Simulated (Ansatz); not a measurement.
# AlBrH4OSi: rigid scan of one bond angle, by script

A script is to give a rigid scan of one bond angle; the system is AlBrH4OSi. SMILES: [SiH3][O][AlH][Br].

Program: the Python package of Ansatz 0.2.0. The levels of theory stand in the script. These are calculated values, not measurements.

### 1 The structure

Bond lengths: Si1–O2 1.707 Å, O2–Al3 1.832 Å, Al3–Br4 2.304 Å, Si1–H5 1.516 Å, Si1–H6 1.531 Å, Si1–H7 1.445 Å, Al3–H8 1.651 Å. Angles: Si1–O2–Al3 104.3°, O2–Si1–H5 109.7°, O2–Si1–H6 107.8°, O2–Si1–H7 114.2°, H5–Si1–H6 104.7°, H5–Si1–H7 111.5°, H6–Si1–H7 108.4°, O2–Al3–Br4 122.3°, O2–Al3–H8 118.0°, Br4–Al3–H8 119.5°.

No structure file is read: the coordinates are typed or built in the script.

### 2 Script

bend_albrh4osi.py reads:

```python
"""Bending curve of AlBrH4OSi."""

import warnings

import ansatz as az
from ase import Atoms

BASIS = "def2-SVP"
FUNCTIONAL = "pbe0"
FORCE_TOL = 0.02
LEVEL = "mp2"

warnings.simplefilter("ignore", az.DeckWarning)

atoms = Atoms(["Si", "O", "Al", "Br", "H", "H", "H", "H"], positions=[
    (0.1741, 1.2207, 0.1184),
    (-0.6635, 0.0324, 1.0131),
    (-0.2249, -1.5455, 0.1917),
    (-1.4284, -2.3847, -1.5853),
    (-0.3402, 1.2443, -1.307),
    (-0.2018, 2.5899, 0.6903),
    (1.613, 1.0894, 0.1599),
    (1.1639, -2.3036, 0.6631),
])

# start the scan from a relaxed geometry
first = az.Crystal.molecule_from_ase(atoms).calculation()
first = first.basis(gaussian=BASIS)
first = first.functional(FUNCTIONAL)
first = first.relax(force_tolerance=FORCE_TOL, max_steps=80)
atoms.positions = first.run(threads=1, pin="off").report["positions_ang"]

rows = []
for angle in [90, 100, 110, 120, 135, 150, 165, 179]:
    bent = atoms.copy()
    bent.set_angle(2, 1, 0, angle, indices=[0, 4, 5, 6])
    setup = (
        az.Crystal.molecule_from_ase(bent).calculation()
        .basis(gaussian=BASIS)
        .correlation(LEVEL)
    )
    rows.append((angle, setup.run(threads=1, pin="off").report["free_energy_ev"]))
floor = min(e for _, e in rows)
for angle, e in rows:
    print(f"angle Al2-O1-Si0 = {angle:3d} deg   {1000 * (e - floor):9.1f} meV")
```

### 3 The calls as engine input

The package turns the script's settings into the engine's input (first run):

```yaml
crystal:
  periodic: [false, false, false]
  atoms:
    - { symbol: Si, position_ang: [0.1741, 1.2207, 0.1184] }
    - { symbol: O, position_ang: [-0.6635, 0.0324, 1.0131] }
    - { symbol: Al, position_ang: [-0.2249, -1.5455, 0.1917] }
    - { symbol: Br, position_ang: [-1.4284, -2.3847, -1.5853] }
    - { symbol: H, position_ang: [-0.3402, 1.2443, -1.307] }
    - { symbol: H, position_ang: [-0.2018, 2.5899, 0.6903] }
    - { symbol: H, position_ang: [1.613, 1.0894, 0.1599] }
    - { symbol: H, position_ang: [1.1639, -2.3036, 0.6631] }
basis:
  gaussian:
    orbitals: def2-SVP
hamiltonian:
  xc: pbe0
relax:
  f_tol: 0.02
  max_steps: 80
```

### 4 Running it

Run with:

```console
$ python bend_albrh4osi.py
```

The program printed:

```text
angle Al2-O1-Si0 =  90 deg      6190.5 meV
angle Al2-O1-Si0 = 100 deg      2490.8 meV
angle Al2-O1-Si0 = 110 deg       946.7 meV
angle Al2-O1-Si0 = 120 deg       355.2 meV
angle Al2-O1-Si0 = 135 deg        79.0 meV
angle Al2-O1-Si0 = 150 deg        11.7 meV
angle Al2-O1-Si0 = 165 deg         0.0 meV
angle Al2-O1-Si0 = 179 deg         4.5 meV
```

It took 62 s on 1 thread of AMD EPYC 7B13 (Zen 3), shared host; peak memory 0.31 GiB.

### 5 How the relaxation of run 0 went

The steps of the relaxation:

| step | energy from step 1 (eV) | largest force component (eV/Å) |
| --- | --- | --- |
| 1 | 0.0000 | 2.2895 |
| 2 | -0.3621 | 1.2444 |
| 3 | -0.5094 | 0.6928 |
| 4 | -0.6176 | 0.4298 |
| 5 | -0.6988 | 0.2945 |
| 6 | -0.7582 | 0.1234 |
| 7 | -0.7902 | 0.0528 |
| 8 | -0.7998 | 0.0543 |
| 9 | -0.7839 | 0.2862 |
| 10 | -0.8006 | 0.0045 |

Step 1 is the start. Step 9 was tried and not accepted.

Before: Bond lengths: Si1–O2 1.707 Å, O2–Al3 1.832 Å, Al3–Br4 2.304 Å, Si1–H5 1.516 Å, Si1–H6 1.531 Å, Si1–H7 1.445 Å, Al3–H8 1.651 Å. Angles: Si1–O2–Al3 104.3°, O2–Si1–H5 109.7°, O2–Si1–H6 107.8°, O2–Si1–H7 114.2°, H5–Si1–H6 104.7°, H5–Si1–H7 111.5°, H6–Si1–H7 108.4°, O2–Al3–Br4 122.3°, O2–Al3–H8 118.0°, Br4–Al3–H8 119.5°.

After: Bond lengths: Si1–O2 1.653 Å, O2–Al3 1.689 Å, Al3–Br4 2.251 Å, Si1–H5 1.494 Å, Si1–H6 1.493 Å, Si1–H7 1.493 Å, Al3–H8 1.568 Å. Angles: Si1–O2–Al3 168.4°, O2–Si1–H5 110.6°, O2–Si1–H6 109.7°, O2–Si1–H7 109.6°, H5–Si1–H6 109.0°, H5–Si1–H7 108.9°, H6–Si1–H7 109.0°, O2–Al3–Br4 118.9°, O2–Al3–H8 120.6°, Br4–Al3–H8 120.5°.

Run 0 is this relaxation; the runs after it count from 1.

### 6 Run by run

The 8 runs, in the order started:

```csv
run,energy from run 7 (eV),iterations in all,CPU time (s)
1,6.1905,14,2.1
2,2.4908,13,2
3,0.9467,12,1.9
4,0.3552,12,1.8
5,0.0790,12,1.8
6,0.0117,12,1.8
7,0.0000,14,1.9
8,0.0045,14,1.9
```

### 7 Summary of results

```
                     quantity                    value
                runs compared                        8
angle Al2-O1-Si0 (as printed)  179 deg         4.5 meV
```

In words: All 8 runs converged, in 12 to 14 cycles. Run 0: The relaxation took 8 moves; the largest shift is 1.153 Å, of atom 2 (O). So large a move can change the bonding: the results belong to the relaxed structure. The scan is rigid, and the energies are electronic, in a modest basis. The zero is the lowest point of the grid, which needn't be the minimum. The start is relaxed with a density functional and scanned with the wavefunction method, so it isn't exactly that method's minimum.
